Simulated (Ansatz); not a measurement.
# Br: the cost of one run

Program: Ansatz 0.2.0. Level of theory: DFT r2SCAN, scalar-relativistic, plane waves, PAW. These are calculated values, not measurements.

### 1 The starting structure

Symmetry: P6/mmm, No. 191, hexagonal system. Conventional cell: a = 5.925 Å, b = 5.925 Å, c = 3.632 Å, α = 90.00°, β = 90.00°, γ = 120.00°. Br (site symmetry 6/mmm) is surrounded by 14 Br at 3.63 to 3.87 Å. Br (site symmetry -6m2) has 11 Br at 3.42 to 3.87 Å as nearest neighbours.

Coordinates:

```
CELL_PARAMETERS angstrom
5.92468 0.00000 0.00000
-2.96234 5.13092 0.00000
0.00000 0.00000 3.63208
ATOMIC_POSITIONS crystal
Br 0.00000 0.00000 0.00000
Br 0.33333 0.66667 0.50000
Br 0.66667 0.33333 0.50000
```

This is candidate A: omega type (P6/mmm, No. 191).

(A quick probe on a coarse mesh, which set the mesh and smearing, is not shown.)

### 3 A loose first relaxation (candidate A)

File input.yaml:

```yaml
crystal:
  lattice:
    - [5.9246750819, 0.0, 0.0]
    - [-2.962337541, 5.1309191301, 0.0]
    - [0.0, 0.0, 3.6320834198]
  atoms:
    - { symbol: Br, position: [0.0, 0.0, 0.0] }
    - { symbol: Br, position: [0.3333333333, 0.6666666667, 0.5] }
    - { symbol: Br, position: [0.6666666667, 0.3333333333, 0.5] }
basis:
  ecutwfc: 500
kpoints:
  mp_grid: { grid: [3, 3, 6] }
hamiltonian:
  xc: r2scan
scf:
  occupations: { method: gaussian, width: 0.1 }
  lower_state_search: "off"
output:
  forces: true
  stress: true
  eigenvalues: true
relax:
  adjacent_minimum: "off"
  f_tol: 0.04
  max_steps: 70
  cell: { stress_tol: 0.4 }
```

What time and memory should one allow on 1 thread of an x86-64 CPU, shared host?

About 15 s, with a peak of 0.67 GiB.
